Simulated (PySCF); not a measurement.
**InNH3Cl (SMILES [NH2][InH][Cl]): levels of theory compared**

Wanted: a comparison of 6 runs (HF/3-21G, PBE0/def2-SVP, SVWN5/def2-SVP, B2PLYP/def2-TZVP, wB97X/def2-TZVP, CCSD(T)/def2-SVP) of InNH3Cl. 

The calculation is run with PySCF 2.14.0.

### Step 1. The structure to begin with

The species is InNH3Cl (6 atoms), meant as a singlet with charge 0. SMILES: `[NH2][InH][Cl]`. Geometry: relaxed at PBE0-D4/def2-TZVP.

Bond lengths: N1–In2 1.995 Å, In2–Cl3 2.339 Å, N1–H4 1.007 Å, N1–H5 1.008 Å, In2–H6 1.693 Å. Angles: N1–In2–Cl3 109.2°, N1–In2–H6 131.5°, Cl3–In2–H6 119.1°, In2–N1–H4 121.6°, In2–N1–H5 118.5°, H4–N1–H5 111.0°.

### Step 2. Energy and gradient at HF/3-21G (run 1)

File job.py:

```python
# [NH2][InH][Cl]
import pyscf.grad
from pyscf import gto, scf

mol = gto.M(
    atom='''
N     -1.929032     0.355457    -0.952611
In     1.496852     0.280813     0.619641
Cl     1.872341    -3.346705     3.116536
H     -2.304332     1.438837    -2.472140
H     -2.944571    -1.255723    -0.995508
H      3.888112     2.406377     0.596776
''',
    max_memory=1860,
    verbose=3,
    basis='3-21g',
    spin=0,
    unit='bohr',
)

mf = scf.RHF(mol)
mf.conv_tol = 1e-10
mf.kernel()
if not mf.converged:
    mf = mf.newton().run(mf.mo_coeff, mf.mo_occ)

etot = mf.e_tot
print(f'total energy: {etot:.8f} hartree')
grad = mf.Gradients().kernel()
mf.analyze()
```

Run with:

```
$ OMP_NUM_THREADS=1 python job.py
```

The program printed:

```text
converged SCF energy = -6227.98715071343
[... 19 lines left out ...]
MO #9   energy= -25.1252364643309  occ= 2
[... 9 lines left out ...]
MO #19  energy= -7.91197226913347  occ= 2
[... 9 lines left out ...]
MO #29  energy= -1.12688308236395  occ= 2
[... 9 lines left out ...]
MO #39  energy= 0.0512414436711537 occ= 0
[... 9 lines left out ...]
MO #49  energy= 0.81058085051464   occ= 0
[... 9 lines left out ...]
MO #59  energy= 2.53479839998417   occ= 0
[... 7 lines left out ...]
Dipole moment(X, Y, Z, Debye): -0.47205,  2.78721, -3.45285
```

Wall time 3.6 s (1 thread of Intel Xeon 6975P-C (Granite Rapids), shared host); peak memory 0.13 GiB.

### Step 3. Energy and forces at PBE0/def2-SVP (core potential) (run 2)

File job.py:

```python
from pyscf import gto, dft

mol = gto.M(
    atom='''
N       -1.020800       0.188100      -0.504100
In       0.792100       0.148600       0.327900
Cl       0.990800      -1.771000       1.649200
H       -1.219400       0.761400      -1.308200
H       -1.558200      -0.664500      -0.526800
H        2.057500       1.273400       0.315800
''',
    max_memory=1860,
    basis='def2-svp',
    ecp={'In': 'def2-svp'},
    charge=0,
    verbose=4,
)

calc0 = dft.RKS(mol)
calc0.xc = 'pbe0'
calc0.grids.level = 5
calc0.conv_tol = 1e-10
calc0.kernel()
if not calc0.converged:
    calc0 = calc0.newton().run(calc0.mo_coeff, calc0.mo_occ)

etot = calc0.e_tot
print('Final energy', etot)
grad = calc0.nuc_grad_method().kernel()
calc0.analyze()
```

Run with:

```
$ OMP_NUM_THREADS=1 python job.py
```

The program printed:

```text
PySCF version 2.14.0

[... 101 lines left out ...]
MO #3   energy= -9.49034903560824  occ= 2
[... 13 lines left out ...]
MO #17  energy= -0.760618033310607 occ= 2
[... 13 lines left out ...]
MO #31  energy= 0.171045001299595  occ= 0
[... 13 lines left out ...]
MO #45  energy= 0.829173727232503  occ= 0
[... 13 lines left out ...]
MO #59  energy= 1.58751192397148   occ= 0
[... 13 lines left out ...]
MO #73  energy= 61.1521913800439   occ= 0
[... 82 lines left out ...]
Dipole moment(X, Y, Z, Debye): -0.49329,  1.90611, -2.42499
```

Run time: 13 s. Hardware: 1 thread of Intel Xeon 6975P-C (Granite Rapids), shared host; peak memory 0.71 GiB.

Runs 3 to 5 aren't shown in full; the table further down has their settings and results.

### Step 4. A single-point energy at CCSD(T)/def2-SVP (core potential) (run 6)

File job.py:

```python
# [NH2][InH][Cl]
from pyscf import gto, cc

system = gto.M(
    atom='''
N       -1.020800       0.188100      -0.504100
In       0.792100       0.148600       0.327900
Cl       0.990800      -1.771000       1.649200
H       -1.219400       0.761400      -1.308200
H       -1.558200      -0.664500      -0.526800
H        2.057500       1.273400       0.315800
''',
    ecp={'In': 'def2-svp'},
    charge=0,
    verbose=3,
    max_memory=1860,
    basis='def2-svp',
)

mf = system.RHF()
mf.conv_tol = 1e-10
mf.kernel()
if not mf.converged:
    mf = mf.newton().run(mf.mo_coeff, mf.mo_occ)

mycc = cc.CCSD(mf, frozen=10)
mycc.kernel()
e_t = mycc.ccsd_t()
e_final = mycc.e_tot + e_t
print('E(%s) = %.9f' % ('CCSD(T)', e_final))
mf.analyze()
```

Run with:

```
$ OMP_NUM_THREADS=1 python job.py
```

The program printed:

```text
converged SCF energy = -704.761155328962
[... 11 lines left out ...]
MO #8   energy= -3.66924456500578  occ= 2
[... 12 lines left out ...]
MO #21  energy= -0.447805680943081 occ= 2
[... 12 lines left out ...]
MO #34  energy= 0.394910767391009  occ= 0
[... 12 lines left out ...]
MO #47  energy= 1.09337061712558   occ= 0
[... 12 lines left out ...]
MO #60  energy= 2.00547048829325   occ= 0
[... 12 lines left out ...]
MO #73  energy= 61.6659886935822   occ= 0
[... 7 lines left out ...]
Dipole moment(X, Y, Z, Debye): -0.15477,  2.07051, -2.53075
```

It took 8.1 s on 1 thread of Intel Xeon 6975P-C (Granite Rapids), shared host; peak memory 0.28 GiB.

### Step 5. Overview of the runs

```tsv
run	level	core potential	integration grid	energy (Eh)	dipole moment (D) of the reference	HOMO energy (eV)	LUMO energy (eV)	wall time
1	HF/3-21G	–	–	-6227.987151	4.46	-10.55	1.39	3.6 s
2	PBE0/def2-SVP (core potential)	def2-svp	5	-706.524465	3.12	-7.28	-1.03	13 s
3	SVWN5/def2-SVP (core potential)	def2-svp	5	-704.475415	3.02	-6.06	-1.94	8.1 s
4	B2PLYP/def2-TZVP (core potential)	def2-svp	5	-706.588966	3.19	-8.71	-0.34	20 s
5	wB97X/def2-TZVP (core potential)	def2-svp	5	-707.003405	3.18	-9.96	0.52	86 s
6	CCSD(T)/def2-SVP (core potential)	def2-svp	–	-705.197943	3.27	-10.71	1.49	8.1 s
```

### Step 6. Outcome

| quantity | value |
| --- | --- |
| run 6: total energy | -705.19794 Eh |
| run 6: dipole moment (Hartree–Fock density) | 3.27 D |
| run 6: HOMO energy (Hartree–Fock orbitals) | -10.71 eV |
| run 6: LUMO energy (Hartree–Fock orbitals) | 1.49 eV |
| run 6: HOMO–LUMO gap (Hartree–Fock orbitals) | 12.20 eV |
| run 6: correlation energy (10 core orbitals frozen) | -436.8 mEh |
| run 6: (T) correction | -10.83 mEh |
| run 6: T1 diagnostic | 0.013 |

Over runs 1, 2, 3, 4, 5 the dipole moment (its size) runs from 3.02 D (SVWN5/def2-SVP) to 4.46 D (HF/3-21G). The two ends differ in method and basis and core potential. Over runs 1, 2, 3, 4, 5 the HOMO–LUMO gap runs from 4.12 eV (SVWN5/def2-SVP) to 11.95 eV (HF/3-21G). Totals of different functionals can't be ranked against each other. Some runs of one species differ in core potentials or relativity; totals across that change don't compare. In run 1 relativity is left out where basis or elements ask for it. All runs together took 2.3 min, the longest 86 s.
